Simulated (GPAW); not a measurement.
Crystal: NiMoIrPdW.

```
CELL_PARAMETERS angstrom
2.76078 0.00000 0.00000
-1.38039 2.39090 0.00000
0.00000 0.00000 11.34051
ATOMIC_POSITIONS crystal
Ni 0.00000 0.00000 0.70917
Mo 0.66667 0.33333 0.29425
Pd 0.66667 0.33333 0.89901
Ir 0.00000 0.00000 0.10604
W 0.66667 0.33333 0.52921
```

The cell was built by a generator and needn't be a form met in nature.

Base run:

| Quantity | Value |
| --- | --- |
| Program | GPAW 26.7.0 |
| Functional | PW91 |
| Potentials or basis | PAW data sets generated in the run's folder for this functional |
| Cutoff | 600 eV |
| Basis | pw |
| k mesh | 8 × 8 × 2 |
| Occupations | fermi-dirac, width 0.05 eV |
| Spin | collinear spin, ferromagnetic start |
| Starting moments | [1.0, 1.0, 0.0, 0.6, 0.0] μB |

Its results: pressure 0.0 GPa; net moment 0.00 μB per cell; largest force 0.267 eV/Å.

**Question.** The run is repeated on the same cell with these changes: functional from PW91 to AM05. What comes out?

**Answer.** Pressure -10.1 GPa; net moment 0.00 μB per cell; largest force 0.158 eV/Å.

AM05 binds more tightly than PW91, so the same cell stands under less pressure.

Caveats: the stock nickel data set gives pressures a few GPa off other programs.

Not every run made on this cell is shown here.
